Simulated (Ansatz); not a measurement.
# Ru (Ruthenium): the cost of one run

Program: Ansatz 0.2.0. Level of theory: DFT, PBE, plane-wave PAW, default files, scalar-relativistic. These are calculated values, not measurements.

## (1) The system as given

Symmetry: P6_3/mmc, No. 194, hexagonal system. The conventional cell has a = 2.706 Å, b = 2.706 Å, c = 4.282 Å, α = 90.00°, β = 90.00°, γ = 120.00°. Around Ru (site symmetry -6m2) lie 12 Ru at 2.65 to 2.71 Å.

As a file:

```xyz
2
Lattice="2.7058 0.0000 0.0000 -1.3529 2.3433 0.0000 0.0000 0.0000 4.2819" Properties=species:S:1:pos:R:3 pbc="T T T"
Ru    0.0000    1.5622    1.0705
Ru    1.3529    0.7811    3.2114
```

## (2) Single point at the given positions

File input.yaml:

```yaml
crystal:
  lattice:
    - [2.7058, 0.0, 0.0]
    - [-1.3529, 2.3432915376, 0.0]
    - [0.0, 0.0, 4.2819]
  atoms:
    - { symbol: Ru, position: [0.3333333333, 0.6666666667, 0.25] }
    - { symbol: Ru, position: [0.6666666667, 0.3333333333, 0.75] }
kpoints:
  mp_grid: { grid: [18, 18, 10] }
scf:
  occupations: { method: fermi_dirac, width: 0.02 }
hamiltonian:
  xc: pbe
  pseudopotentials: { kind: paw }
output:
  forces: true
  stress: true
  populations: true
  efg: { quadrupole_moments_barn: { Ru: 0.079 }, contact_densities: true }
```

On the command line:

```sh
ansatz run input.yaml --threads 1 --pin off --max-ram 3072MiB --backend cpu --events-out ev --progress --plain --runs-dir out
```

**Question.** How long does this run take on 1 thread of Intel Xeon 6975P-C (Granite Rapids), shared host, and how much memory does it need?

About 3.5 s, with a peak of 0.47 GiB.
